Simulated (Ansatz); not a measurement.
# CHFSSe: basis-set convergence

How large a basis does CHFSSe need? Two functionals are run in growing sets.

Program: Ansatz 0.2.0, Gaussian basis. Level of theory: one geometry, several basis sets. These are calculated values, not measurements.

The runs, in order: PBE0-D4/def2-SVP; ωB97M-V/def2-SVP; PBE0-D4/def2-QZVPP; ωB97M-V/def2-QZVPP; the functionals' def2-TZVPP values are taken from earlier runs.

**1. Structure used throughout**

The geometry comes from an earlier relaxation with PBE0-D4 in a triple-zeta def2 set; it is a stationary point.

SMILES `FC(S)=[Se]`, 5 atoms, charge 0, spin multiplicity 1.

Atoms are counted from 1 here; the program's logs count them from 0.

Bond lengths: F1–C2 1.328 Å, C2–S3 1.723 Å, C2–Se4 1.755 Å, S3–H5 1.348 Å. Angles: F1–C2–S3 113.2°, F1–C2–Se4 122.6°, S3–C2–Se4 124.2°, C2–S3–H5 96.8°.

**2. PBE0-D4 in def2-SVP**

in.yaml

```yaml
crystal:
  periodic: [false, false, false]
  atoms:
    - {symbol: F, position_ang: [-0.791915, -0.414917, 1.031803]}
    - {symbol: C, position_ang: [-0.378649, -0.195724, -0.210591]}
    - {symbol: S, position_ang: [1.175455, 0.544311, -0.288524]}
    - {symbol: Se, position_ang: [-1.337638, -0.625727, -1.615494]}
    - {symbol: H, position_ang: [1.382647, 0.618358, 1.041406]}
basis:
  gaussian: {orbitals: def2-SVP}
hamiltonian: {xc: pbe0, dispersion: d4}
output: {orbitals: {seedname: orbitals}}
```

The runs that follow: ωB97M-V in def2-SVP; PBE0-D4 in def2-QZVPP; ωB97M-V in def2-QZVPP.

**Question.** What will the summary of the whole plan be? Wanted: PBE0-D4: double and triple zeta above quadruple; ωB97M-V: double and triple zeta above quadruple.

As calculated:

| quantity | value |
| --- | --- |
| PBE0-D4: double and triple zeta above quadruple | 18.22, 1.89 eV |
| ωB97M-V: double and triple zeta above quadruple | 18.18, 1.82 eV |

PBE0-D4 gains 16.33 eV from double to triple zeta, then 1.89 eV more. These are total energies; as a rule much of such shifts cancels in differences, which this series doesn't test.
